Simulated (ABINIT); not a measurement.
BPd4, 5 atoms in the cell. The typed cell holds 5 atoms: a = 2.892 Å, b = 4.365 Å, c = 5.856 Å, α = 90.00°, β = 90.00°, γ = 90.00°. The cell comes from a database or a generator and needn't be the stable form of this composition. The cell isn't the ideal one: atoms moved at random, drawn with an rms of 0.05 Å.

- Program: ABINIT 10.8.3 (patched build)
- Task: single point
- Functional: PBEsol
- Potentials or basis: JTH PAW PBE v2.0
- Cutoff: 599 eV
- k mesh: 9 × 6 × 5
- Occupations: fermi-dirac, width 0.05 eV
- Spin: no spin polarisation
- Fine-grid cutoff: 1197.3 eV

Potentials or basis: JTH PAW PBE v2.0.

Launch:

```bash
$ mpirun --bind-to none -np 4 abinit run.abi > log 2>&1
```

Hardware: 4 MPI ranks on Intel(R) Xeon(R) 6975P-C (Granite Rapids), on a shared host.

Q: Estimate the wall time of this run.

A: Wall time 5.9 min on 4 MPI ranks on Intel(R) Xeon(R) 6975P-C (Granite Rapids), with other jobs on the host, peak memory 0.8 GiB a rank. Counts: scf iterations 34, mpi ranks 4, k points 136, bands 45, plane waves 2475.
